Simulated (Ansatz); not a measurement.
# C₂H₈OSi: up Jacob's ladder to CCSD(T)

An exercise on one series of results from a longer session: the logs are not shown, and one member is left open.

The runs use Ansatz 0.2.0, Gaussian basis; functionals in def2-TZVPP, the program's frozen cores in correlated methods.

Plan: LDA (SPW92), PBE-D4, revPBE-D4, BLYP-D4, r2SCAN-D4, B97M-V, PBE0-D4, B3LYP-D4, r2SCANh-D4, r2SCAN0-D4, HSE06-D4, BHLYP-D4, CAM-B3LYP-D4, LC-ωPBE, ωB97X-V, ωB97M-V, B2PLYP, PBE-QIDH; CCSD(T)/def2-SVP; CCSD(T)/def2-TZVPP; MP2/def2-QZVPP; extrapolation to the limit; RPA on PBE.

## Structure used throughout

The geometry comes from an earlier relaxation with PBE0-D4 in a triple-zeta def2 set; it is a stationary point, not always the lowest conformer.

SMILES `CO[SiH2]C`, 12 atoms, charge 0, spin multiplicity 1.

Atoms are counted from 1 here; the program's logs count them from 0.

Bond lengths: C1–O2 1.406 Å, C1–H5 1.092 Å, C1–H6 1.097 Å, C1–H7 1.096 Å, O2–Si3 1.646 Å, Si3–C4 1.864 Å, Si3–H8 1.494 Å, Si3–H9 1.483 Å, C4–H10 1.093 Å, C4–H11 1.094 Å, C4–H12 1.093 Å. Angles: O2–C1–H5 108.4°, O2–C1–H6 111.7°, O2–C1–H7 111.6°, H5–C1–H6 108.3°, H5–C1–H7 108.2°, H6–C1–H7 108.4°, C1–O2–Si3 122.9°, O2–Si3–C4 112.5°, O2–Si3–H8 109.3°, O2–Si3–H9 105.4°, C4–Si3–H8 108.9°, C4–Si3–H9 110.9°, H8–Si3–H9 109.8°, Si3–C4–H10 111.6°, Si3–C4–H11 110.0°, Si3–C4–H12 111.1°, H10–C4–H11 107.6°, H10–C4–H12 108.3° and more.

Set-up of the first run:

in.yaml reads:

```yaml
crystal:
  periodic: [false, false, false]
  atoms:
    - {symbol: C, position_ang: [0.090913, 1.599502, -1.010710]}
    - {symbol: O, position_ang: [0.715314, 0.340310, -1.046324]}
    - {symbol: Si, position_ang: [0.813079, -0.647301, 0.266875]}
    - {symbol: C, position_ang: [-0.854178, -1.277028, 0.813411]}
    - {symbol: H, position_ang: [0.306486, 2.118040, -1.946783]}
    - {symbol: H, position_ang: [0.464358, 2.214361, -0.182192]}
    - {symbol: H, position_ang: [-0.997171, 1.508076, -0.911535]}
    - {symbol: H, position_ang: [1.443101, 0.096371, 1.398528]}
    - {symbol: H, position_ang: [1.691660, -1.767902, -0.148769]}
    - {symbol: H, position_ang: [-1.508818, -0.460020, 1.127203]}
    - {symbol: H, position_ang: [-0.737347, -1.953775, 1.664729]}
    - {symbol: H, position_ang: [-1.350495, -1.825736, 0.009468]}
basis:
  gaussian: {orbitals: def2-TZVPP}
hamiltonian: {xc: lda}
output: {orbitals: {seedname: orbitals}}
```

Among the steps run: LDA; PBE-D4 (GGA); revPBE-D4 (GGA); BLYP-D4 (GGA); r2SCAN-D4 (meta-GGA); B97M-V (meta-GGA); PBE0-D4 (hybrid); B3LYP-D4 (hybrid); r2SCANh-D4 (hybrid); r2SCAN0-D4 (hybrid); HSE06-D4 (hybrid); BHLYP-D4 (hybrid); CAM-B3LYP-D4 (range-separated); LC-ωPBE-D4 (range-separated; the results give it without D4); ωB97X-V (range-separated); ωB97M-V (range-separated); B2PLYP (double hybrid); PBE-QIDH (double hybrid).

One of the session's tables, all rows but one given; the rest of the session is left out.

It belongs to the step «Orbital energies across the functionals». 

```
  functional  HOMO (eV)  LUMO (eV)  gap (eV)
 LDA (SPW92)      -6.56      -0.29      6.27
      PBE-D4      -6.45      -0.02      6.43
   revPBE-D4      -6.40       0.11      6.51
     BLYP-D4      -6.37       0.11      6.47
   r2SCAN-D4      -6.77       0.45      7.23
      B97M-V      -6.93       0.19      7.12
     PBE0-D4      -7.95       0.87      8.82
    B3LYP-D4      -7.73       0.63      8.36
  r2SCANh-D4      -7.34       0.74      8.08
  r2SCAN0-D4          ?          ?         ?
    HSE06-D4      -7.55       0.49      8.04
    BHLYP-D4      -9.39       1.65     11.04
CAM-B3LYP-D4      -9.39       1.80     11.18
     LC-ωPBE     -10.71       3.03     13.74
     ωB97X-V     -10.39       2.85     13.25
     ωB97M-V     -10.31       2.46     12.77
```

**Question.** Estimate the row for r2SCAN0-D4.

Worked estimate for «HOMO (eV)». Against the share of exact exchange, r2SCAN-D4 (0, -6.77), r2SCANh-D4 (0.1, -7.34) give a slope of -5.70 per unit share; at 0.25 the line stands at -8.19.

The run gave: HOMO (eV): -8.18; LUMO (eV): 1.17; gap (eV): 9.34. In «HOMO (eV)» the line misses by -0.01.
